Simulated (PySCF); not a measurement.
**C₅H₇ClGaN: electronic excitations**

Aim: predict the electronic excitations of C₅H₇ClGaN (`CC#CCC#[N+][GaH2-][Cl]`).

Programs: PySCF 2.14.0, with density-fitted response routines of our own. Each step states its level of theory. These are calculated values for one molecule in the gas phase, unless marked as measured. Atoms are numbered from 0 throughout.

### 1 The molecule as given

15 atoms, charge 0, multiplicity 1; geometry from: GFN2-xTB.

Bonds of the start (Å): C0–C1 1.44, C1–C2 1.20, C2–C3 1.46, C3–C4 1.43, C4–N5 1.15, N5–Ga6 2.09, Ga6–Cl7 2.09, C0–H8 1.09, C0–H9 1.09, C0–H10 1.09, C3–H11 1.09, C3–H12 1.09, Ga6–H13 1.55, Ga6–H14 1.55.

### 2 Ultraviolet spectrum: wB97X-D/def2-SVPD

The job: settings as JSON, then the geometry in Å.

```
{"job": {"kind": "uv", "xc": "wB97X-D", "basis": "def2-SVPD", "nstates": 8, "ntriplets": 3}, "charge": 0, "multiplicity": 1}
C     -2.371504    -1.320746     0.949750
C     -1.739456    -0.219222     0.270520
C     -1.252784     0.712490    -0.305973
C     -0.525572     1.782640    -0.984136
C      0.848258     1.392652    -0.893966
N      1.918415     0.993338    -0.767502
Ga     3.061897    -0.572374     0.016815
Cl     1.548532    -1.763332     0.831063
H     -2.921392    -0.962750     1.818758
H     -1.599539    -2.016907     1.276003
H     -3.056157    -1.833580     0.275770
H     -0.681509     2.744479    -0.484854
H     -0.831035     1.864117    -2.032406
H      3.904407     0.264029     1.006768
H      3.693026    -1.056842    -1.307900
```

With the program's defaults for keys left out, this is: TDDFT wB97X-D/def2-SVPD, vertical, gas phase, core orbitals frozen in the response.

On the command line:

```sh
> OMP_NUM_THREADS=1 python probes_run.py task.json out
```

The driver reads the jobs from task.json and runs them one after another.

Predict these results of the whole session: lowest singlet (wB97X-D/def2-SVPD); brightest single state of those computed; lowest triplet; surface potential, 1st and 99th percentile.

The runs gave:

| quantity | value |
| --- | --- |
| lowest singlet (wB97X-D/def2-SVPD) | 5.72 eV (217 nm), f = 0.005 |
| brightest single state of those computed | state 6, 6.85 eV, f = 0.067 |
| lowest triplet | 5.32 eV |
| surface potential, 1st and 99th percentile | -1.24 V and 2.06 V |

The lowest singlet, at 5.72 eV, is HOMO→LUMO 0.95 and is weak; of the 8 states computed, the strongest absorption comes from state 6 at 6.85 eV (the last state computed is bright too, and its partners may lie past the list). The lowest triplet lies 0.39 eV below the lowest singlet (triplets in Tamm-Dancoff, singlets in full TDDFT).
